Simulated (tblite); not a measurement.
# C4H5F3SeSi: the cost of one run

The runs use tblite 0.8.0 and PySCF 2.14.0, with density-fitted response routines of our own; the level of theory stands in each step. All values are computed, except where a source is named. Atoms are numbered from 0 throughout.

### 1 Starting geometry

14 atoms, charge 0, multiplicity 1; geometry from: force field or distance geometry start.

Bonds of the start (Å): F0–C1 1.34, C1–F2 1.34, C1–C3 1.32, C3–F4 1.37, C3–C5 1.46, C5–C6 1.34, C6–Se7 1.93, Se7–Si8 2.27, C5–H9 1.09, C6–H10 1.09, Si8–H11 1.46, Si8–H12 1.49, Si8–H13 1.47.

### 2 Relaxing the molecule with GFN2-xTB

The job: settings as JSON, then the geometry in Å.

```
{"job": {"kind": "relax", "xc": "GFN2-xTB", "basis": "xTB"}, "charge": 0, "multiplicity": 1}
F     -1.832400     2.312600     0.692500
C     -2.522100     1.264600     0.224100
F     -3.796600     1.425700    -0.146500
C     -2.018000     0.046500     0.113500
F     -2.820500    -0.960700    -0.358300
C     -0.647600    -0.279700     0.497800
C     -0.144200    -1.513900     0.380400
Se     1.688400    -1.727700     0.938000
Si     2.982500     0.047500     0.370100
H     -0.016600     0.515600     0.890600
H     -0.750100    -2.332500     0.001700
H      4.211100    -0.504500    -0.199200
H      3.372700     0.709000     1.652400
H      2.292600     0.997100    -0.519100
```

Command:

```console
$ OMP_NUM_THREADS=1 python probes_run.py task.json out
```

One launch serves the whole session: the jobs run in the order shown.

**Question.** How long does this first job take on 1 thread of Arm Neoverse N1, shared host?

About 1.3 s.
